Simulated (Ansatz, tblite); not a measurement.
# The cluster V₃O₂+: rung by rung

How do method and basis change the picture of the cluster V₃O₂+ (singlet)?

Computed with Ansatz 0.2.0, Gaussian basis. Level: as each input shows.

Plan: GFN1-xTB, GFN2-xTB, PBE-D4/def2-TZVP, r2SCAN-D4/def2-TZVP, PBE-QIDH/def2-TZVP, ωB97M-V/def2-TZVP, LC-ωPBE/def2-TZVP, PBE-D4/def2-SVP, PBE0-D4/def2-SVP, HF/STO-3G, CCSD(T)/def2-TZVP, RPA/def2-TZVP.

5 further runs of the same task are left out: 5 set aside as unsound or not needed. Runs told in other sessions of the task aren't counted.

**1. The structure**

The singlet was relaxed beforehand with PBE-D4/def2-SVP. At that level it is the lowest of the isomers that a small search found.

5 atoms, charge 1, spin multiplicity 1.

Bond lengths: V1–O4 1.769 Å, V1–O5 1.677 Å, V2–V3 1.980 Å, V2–O5 1.961 Å, V3–O4 1.761 Å. Angles: O4–V1–O5 104.4°, V3–V2–O5 98.3°, V2–V3–O4 99.6°, V1–O4–V3 90.1°, V1–O5–V2 72.3°.

Coordinates:

```xyz
5

V     0.9523    0.5246    0.3124
V    -1.1996    0.6354    0.4376
V    -0.7632   -1.2913    0.3044
O     0.9296   -1.1775   -0.1675
O     0.0809    1.3088   -0.8869
```

No spin-orbit coupling is included. The ion is computed in the gas phase, without counter-ions or solvent.

PBE0-D4/def2-TZVP was run before; its log isn't repeated, and its numbers join the tables.

**2. GFN1-xTB**

Tight binding, by tblite at 300 K electronic temperature and without a spin-polarisation term:

```python
tblite.interface.Calculator('GFN1-xTB', numbers, positions, charge=1, uhf=0).singlepoint()
```

Energy -353.1258 eV, HOMO -18.54 eV, LUMO -18.48 eV; 0.007 s.

**3. GFN2-xTB**

Tight binding, by tblite at 300 K electronic temperature and without a spin-polarisation term:

```python
tblite.interface.Calculator('GFN2-xTB', numbers, positions, charge=1, uhf=0).singlepoint()
```

Energy -363.3513 eV, HOMO -16.48 eV, LUMO -16.00 eV; 0.008 s.

**4. PBE-D4/def2-TZVP**

start.molden holds the orbitals of an earlier run on this state, given as this run's starting guess.

Contents of in.yaml:

```yaml
crystal:
  periodic: [false, false, false]
  atoms:
    - {symbol: V, position_ang: [0.952288, 0.524615, 0.312389]}
    - {symbol: V, position_ang: [-1.199637, 0.635360, 0.437564]}
    - {symbol: V, position_ang: [-0.763186, -1.291295, 0.304423]}
    - {symbol: O, position_ang: [0.929650, -1.177464, -0.167491]}
    - {symbol: O, position_ang: [0.080885, 1.308794, -0.886886]}
basis:
  gaussian: {orbitals: def2-TZVP, initial_orbitals: start.molden}
total_charge: 1
hamiltonian: {xc: pbe, dispersion: d4}
scf: {omitted_lower_state_checks: [starts]}
output: {forces: true, orbitals: {seedname: orbitals}}
```

Run with:

```console
$ ansatz run in.yaml --threads 4 --pin off --events-out ev --progress --plain --max-ram 4787MiB
```

Further steps of the session: r2SCAN-D4/def2-TZVP; PBE-QIDH/def2-TZVP; ωB97M-V/def2-TZVP; LC-ωPBE/def2-TZVP; PBE-D4/def2-SVP; PBE0-D4/def2-SVP; HF/STO-3G; CCSD(T)/def2-TZVP; RPA/def2-TZVP.

**Question.** What will the summary of the whole plan be? Wanted: gap in def2-TZVP, named functionals, smallest and largest; correlation energy, CCSD(T)/def2-TZVP; PBE0 total energy, smallest basis above largest.

The runs gave:

| quantity | value |
| --- | --- |
| gap in def2-TZVP, named functionals, smallest and largest | 0.67 eV (PBE-D4), 6.85 eV (LC-ωPBE) |
| correlation energy, CCSD(T)/def2-TZVP | -73.00 eV |
| PBE0 total energy, smallest basis above largest | 15.10 eV (def2-SVP, def2-TZVP) |

Over the named functionals in def2-TZVP the gap runs from 0.67 eV (PBE-D4) to 6.85 eV (LC-ωPBE); exact exchange widens it. Notes on CCSD(T)/def2-TZVP and its Hartree-Fock reference, which MP2 shares: large T1 diagnostic, restricted state is unstable towards broken spin symmetry, state flagged by the program.
